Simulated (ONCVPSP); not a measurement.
**Tungsten: generating and testing an ONCV potential**

Do these settings give a usable potential? It is generated, then checked for transferability, scattering, ghosts and hardness.

Program: ONCVPSP 4.0.1.1 (patched build). Reference atom: PBEsol, scalar-relativistic, spherical and spin-unpolarised. All values are calculated.

### Step 1. The design

Typed settings, in words:

```json
{
  "element": "tungsten (W, Z = 74)",
  "type": "optimised norm-conserving Vanderbilt (ONCV)",
  "frozen core": "[Kr] 4d10 4f14",
  "valence charge": "14",
  "reference configuration": "5s2 5p6 5d4 6s0.5 (charge +1.5)",
  "partial waves": "5s+6s: rc 2.05 bohr, ncon 4, nbas 8, qcut 4.9 1/bohr, 2 projectors; 5p: rc 1.20 bohr, ncon 3, nbas 7, qcut 7.6 1/bohr, 2 projectors, debl 0.9 Ha; 5d: rc 2.60 bohr, ncon 3, nbas 8, qcut 5.4 1/bohr, 1 projector",
  "local potential": "polynomial inside 1.00 bohr (lpopt 5, dvloc0 6 Ha)",
  "core correction": "Teter function, fcfact 4.25, rcfact 1.1"
}
```

An earlier all-electron run gives the scale for the radii.

All-electron outer shells of the reference configuration (PBEsol, scalar-relativistic, ld1.x):

```csv
shell,level (eV),outermost node (bohr),outermost maximum (bohr)
5s,-90.78,0.53,0.96
5p,-54.92,0.57,1.09
4f,-44.91,–,0.43
5d,-15.75,0.63,1.49
6s,-15.68,1.27,2.51
6p,-9.77,1.52,3.18
```

### Step 2. Generating the potential

Contents of W.dat:

```
# ATOM AND REFERENCE CONFIGURATION
# atsym  z   nc   nv     iexc    psfile
  W 74.00   10    4  -116133      upf
#
#   n    l    f
    1    0    2.00
    2    0    2.00
    2    1    6.00
    3    0    2.00
    3    1    6.00
    3    2   10.00
    4    0    2.00
    4    1    6.00
    4    2   10.00
    4    3   14.00
    5    0    2.00
    5    1    6.00
    5    2    4.00
    6    0    0.50
#
# PSEUDOPOTENTIAL AND OPTIMIZATION
# lmax
    2
#
#   l,   rc,      ep,       ncon, nbas, qcut
    0    2.05    0.00    4    8    4.90
    1    1.20    0.00    3    7    7.60
    2    2.60    0.00    3    8    5.40
#
# LOCAL POTENTIAL
# lloc, lpopt,  rc(5),   dvloc0
    4    5    1.00    6.00
#
# VANDERBILT-KLEINMAN-BYLANDER PROJECTORs
# l, nproj, debl
    0    2    2.00
    1    2    0.90
    2    1    0.40
#
# MODEL CORE CHARGE
# icmod, fcfact, rcfact
    3    4.25    1.10
#
# LOG DERIVATIVE ANALYSIS
# epsh1, epsh2, depsh
   -5.00    5.00    0.04
#
# OUTPUT GRID
# rlmax, drl
    6.00    0.01
#
# TEST CONFIGURATIONS
# ncnf
    4
# nvcnf
#   n    l    f
    4
    5    0    2.00
    5    1    6.00
    5    2    4.00
    6    0    2.00
#
    4
    5    0    2.00
    5    1    6.00
    5    2    4.00
    6    0    1.00
#
    4
    5    0    2.00
    5    1    6.00
    5    2    4.00
    6    0    0.00
#
    5
    5    0    2.00
    5    1    6.00
    5    2    4.00
    6    0    0.00
    6    1    2.00
#
```

Run with:

```console
oncvpsp.x < W.dat > W.out
```

**Question.** What will these runs give? Wanted: cutoffs for 1 and 0.1 mHa per electron, occupied waves; bound ghosts; GHOST(+) flags; largest test error; largest phase difference near zero energy, channels read; rms error of d²Exc/dn², without and with the model core; projector energies reset by the program.

As calculated:

```
                                                quantity                              value
  cutoffs for 1 and 0.1 mHa per electron, occupied waves                   28 Ha and 105 Ha
                                            bound ghosts                         none found
                                          GHOST(+) flags                         s at 38 eV
                            largest test error (AE − PS)  +4.4 meV, for 5s2 5p6 5d4 6s0 6p2
largest phase difference near zero energy, channels read                          0.027 rad
 rms error of d²Exc/dn², without and with the model core                  8.90 and 2.91 mHa
                 projector energies reset by the program                p: -2.018, 0.250 Ha
```

In words: By total energies transferability is very good: the largest error is 4.4 meV on 6.6 eV, for 5s2 5p6 5d4 6s0 6p2. It counts as of middling hardness, with 28 Ha needed at the looser tolerance. The tighter tolerance needs 105 Ha, and converged work needs a cutoff nearer that. At the looser tolerance the 5p wave is the slowest; 5d needs 11 Ha. The program's ghost test flags no bound state. Near zero energy the phases of the channels with partial waves agree within 0.027 rad. The pseudo curves have a pole with no partner nearby in the atom's: s at 1.29 Ha. At positive energy that is a spurious or a displaced resonance. The program also flags highly localised states, GHOST(+) (s). Note that the frozen 4f shell (-45 eV) lies higher than the valence 5s shell (-91 eV). These are tests on the free atom; a crystal test is still owed.
